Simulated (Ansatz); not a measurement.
**CH₃BOS: basis-set convergence**

How large a basis does CH₃BOS need? Two functionals are run in growing sets.

Method: one geometry, several basis sets; program: Ansatz 0.2.0, Gaussian basis.

The runs, in order: PBE0-D4/def2-SVP; ωB97M-V/def2-SVP; PBE0-D4/def2-QZVPP; ωB97M-V/def2-QZVPP; the functionals' def2-TZVPP values are taken from earlier runs.

## Step 1: Structure used throughout

The geometry comes from an earlier relaxation with PBE0-D4 in a triple-zeta def2 set; it is a stationary point, not always the lowest conformer.

SMILES `BSC=O`, 7 atoms, charge 0, spin multiplicity 1.

Atoms are counted from 1 here; the program's logs count them from 0.

Bond lengths: B1–S2 1.767 Å, B1–H5 1.189 Å, B1–H6 1.194 Å, S2–C3 1.805 Å, C3–O4 1.187 Å, C3–H7 1.106 Å. Angles: S2–B1–H5 117.6°, S2–B1–H6 119.6°, H5–B1–H6 122.8°, B1–S2–C3 100.5°, S2–C3–O4 123.0°, S2–C3–H7 112.2°, O4–C3–H7 124.8°.

## Step 2: PBE0-D4 in def2-SVP

The input, in.yaml:

```yaml
crystal:
  periodic: [false, false, false]
  atoms:
    - {symbol: B, position_ang: [0.354122, -0.500087, -1.226592]}
    - {symbol: S, position_ang: [0.455911, -0.995806, 0.466036]}
    - {symbol: C, position_ang: [-0.313466, 0.423884, 1.271826]}
    - {symbol: O, position_ang: [-0.452409, 0.503597, 2.447576]}
    - {symbol: H, position_ang: [0.790714, -1.243938, -2.045443]}
    - {symbol: H, position_ang: [-0.141128, 0.550047, -1.504246]}
    - {symbol: H, position_ang: [-0.632445, 1.194402, 0.545143]}
basis:
  gaussian: {orbitals: def2-SVP}
hamiltonian: {xc: pbe0, dispersion: d4}
output: {orbitals: {seedname: orbitals}}
```

The run is started by

```console
$ ansatz run in.yaml --threads 2 --pin off --events-out ev --progress --plain --max-ram 4352MiB
```

Further steps of the session: ωB97M-V in def2-SVP; PBE0-D4 in def2-QZVPP; ωB97M-V in def2-QZVPP.

Q: Predict the results of all the runs planned. Wanted: PBE0-D4: double and triple zeta above quadruple; ωB97M-V: double and triple zeta above quadruple.

**Answer**, as computed:

| quantity | value |
| --- | --- |
| PBE0-D4: double and triple zeta above quadruple | 8.70, 0.54 eV |
| ωB97M-V: double and triple zeta above quadruple | 8.83, 0.51 eV |

What this shows: For PBE0-D4 the step from double to triple zeta gains 8.17 eV and the next only 0.54 eV. Total energies overstate the basis error of differences, where much of it tends to cancel.
